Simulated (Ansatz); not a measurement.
This was printed by a script on the Python package of Ansatz (0.2.0), for a single point in a Gaussian basis of C3H9GeOP, SMILES C=CC[O][GeH2][PH2]. What did the script look like? Level of theory: B97, def2-SVPD basis, multiplicity 1.

```xyz
15

C     2.7106    0.3533   -0.7832
C     1.7848    0.8552    0.0386
C     0.5944    0.0477    0.4613
O    -0.1943   -0.2405   -0.6661
Ge   -1.6287   -1.1821   -0.1162
P    -3.3289    0.2516    0.4098
H     3.5666    0.9555   -1.0697
H     2.6221   -0.6563   -1.1735
H     1.9038    1.8655    0.4192
H     0.9566   -0.8885    0.9441
H     0.0175    0.6469    1.2013
H    -1.2814   -2.0515    1.1207
H    -2.0923   -2.1135   -1.2648
H    -3.1333    1.0666   -0.7767
H    -2.4974    1.0901    1.2551
```

Running `python energy_c3h9geop.py` prints:
```text
crystal:
  periodic: [false, false, false]
  atoms:
    - { symbol: C, position_ang: [2.7106, 0.3533, -0.7832] }
    - { symbol: C, position_ang: [1.7848, 0.8552, 0.0386] }
    - { symbol: C, position_ang: [0.5944, 0.0477, 0.4613] }
    - { symbol: O, position_ang: [-0.1943, -0.2405, -0.6661] }
    - { symbol: Ge, position_ang: [-1.6287, -1.1821, -0.1162] }
    - { symbol: P, position_ang: [-3.3289, 0.2516, 0.4098] }
    - { symbol: H, position_ang: [3.5666, 0.9555, -1.0697] }
    - { symbol: H, position_ang: [2.6221, -0.6563, -1.1735] }
    - { symbol: H, position_ang: [1.9038, 1.8655, 0.4192] }
    - { symbol: H, position_ang: [0.9566, -0.8885, 0.9441] }
    - { symbol: H, position_ang: [0.0175, 0.6469, 1.2013] }
    - { symbol: H, position_ang: [-1.2814, -2.0515, 1.1207] }
    - { symbol: H, position_ang: [-2.0923, -2.1135, -1.2648] }
    - { symbol: H, position_ang: [-3.1333, 1.0666, -0.7767] }
    - { symbol: H, position_ang: [-2.4974, 1.0901, 1.2551] }
basis:
  gaussian:
    orbitals: def2-SVPD
hamiltonian:
  xc:
    name: B97
output:
  orbitals: {}

calc: E = -71091.848920 eV = -2612.5772600 Ha
converged: True  doubts: none
<S^2> = 0.0  all-electron relativity setting: none
passes: {'evaluations': 17, 'products': 13}
occupied orbitals by irrep: [{'A': 41}, {'A': 41}]
calc: HOMO -6.942 eV, LUMO -0.538 eV, gap 6.405 eV
```

One script that gives this output:

`energy_c3h9geop.py`:
```python
"""Electronic structure of the C3H9GeOP molecule."""

from pathlib import Path
import logging
import sys

import ansatz as az

logging.basicConfig(stream=sys.stdout, format="%(name)s: %(message)s")
log = logging.getLogger("calc")
log.setLevel(logging.INFO)

geometry_ang = [
    ("C", (2.7106, 0.3533, -0.7832)),
    ("C", (1.7848, 0.8552, 0.0386)),
    ("C", (0.5944, 0.0477, 0.4613)),
    ("O", (-0.1943, -0.2405, -0.6661)),
    ("Ge", (-1.6287, -1.1821, -0.1162)),
    ("P", (-3.3289, 0.2516, 0.4098)),
    ("H", (3.5666, 0.9555, -1.0697)),
    ("H", (2.6221, -0.6563, -1.1735)),
    ("H", (1.9038, 1.8655, 0.4192)),
    ("H", (0.9566, -0.8885, 0.9441)),
    ("H", (0.0175, 0.6469, 1.2013)),
    ("H", (-1.2814, -2.0515, 1.1207)),
    ("H", (-2.0923, -2.1135, -1.2648)),
    ("H", (-3.1333, 1.0666, -0.7767)),
    ("H", (-2.4974, 1.0901, 1.2551)),
]
geometry = az.Crystal.molecule()
for symbol, xyz in geometry_ang:
    geometry = geometry.atom(symbol, xyz)

job = (
    geometry.calculation()
    .basis(gaussian="def2-SVPD")
    .functional(az.LibraryFunctional("B97"))
    .orbitals()
)
print(job.to_yaml())
done = job.run(threads=1, backend="cpu", runs_dir="c3h9geop_runs")
summary = done.report

log.info(f"E = {summary['free_energy_ev']:.6f} eV = {summary['free_energy_ev'] / 27.211386246:.7f} Ha")
print("converged:", summary["converged"], " doubts:", summary["published_state_doubts"] or "none")

field = summary["mean_field"]
print("<S^2> =", round(abs(field["state"]["spin_squared"]), 4), " all-electron relativity setting:", field["relativity"])
print("passes:", field["passes"])
if "symmetry" in field:
    print("occupied orbitals by irrep:", field["symmetry"]["occupied"])

lines = Path(summary["orbitals_path"]).read_text().splitlines()
field_of = lambda key: [line.split("=")[1].strip() for line in lines if line.startswith(key)]
orbitals = [(27.211386 * float(e), s, float(n)) for e, s, n in zip(field_of("Ene="), field_of("Spin="), field_of("Occup="))]
homo = max(e for e, _, n in orbitals if n > 0.5)
lumo = min(e for e, _, n in orbitals if n < 0.5)
log.info(f"HOMO {homo:.3f} eV, LUMO {lumo:.3f} eV, gap {lumo - homo:.3f} eV")
```

Total energies depend on the basis set; only differences at equal settings carry meaning. The geometry is a force-field or estimated start, not a minimum of this method, and the basis set is short of its limit. Levels such as HOMO and LUMO are orbital energies: with these approximate functionals they aren't the ionisation energy and electron affinity, and their gap isn't the fundamental gap. Timing: 32 s on 1 thread of Arm Neoverse V2 (shared host), peak memory 0.95 GiB.
